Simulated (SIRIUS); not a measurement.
The system is GaGe.

```
CELL_PARAMETERS angstrom
0.00000 2.89784 2.89784
2.89784 0.00000 2.89784
2.89784 2.89784 0.00000
ATOMIC_POSITIONS crystal
Ge 0.00000 0.00000 0.00000
Ga 0.25000 0.25000 0.25000
```

The cell comes from a database or a generator and needn't be the stable form of this composition.

Base run:

- Program: SIRIUS 7.12.0
- Functional: PBE
- Potentials or basis: PseudoDojo 0.4.1 PBE standard (scalar relativistic)
- Cutoff: 1102 eV
- Density cutoff: 4408 eV
- k mesh: 7 × 7 × 7
- Occupations: fermi-dirac, width 0.05 eV
- Spin: no spin polarisation

Its results: band gap on the k mesh none (metal or under the smearing width); pressure 0.3 GPa.

Question: The run is repeated on the same cell with these changes: functional from PBE to APBE; libxc names from ["XC_GGA_X_PBE", "XC_GGA_C_PBE"] to ["XC_GGA_X_APBE", "XC_GGA_C_APBE"]. What comes out?

Answer: Band gap on the k mesh none (metal or under the smearing width); pressure 1.2 GPa.

Caveats: the potentials were made for another functional, which shifts forces and pressure (some runs).
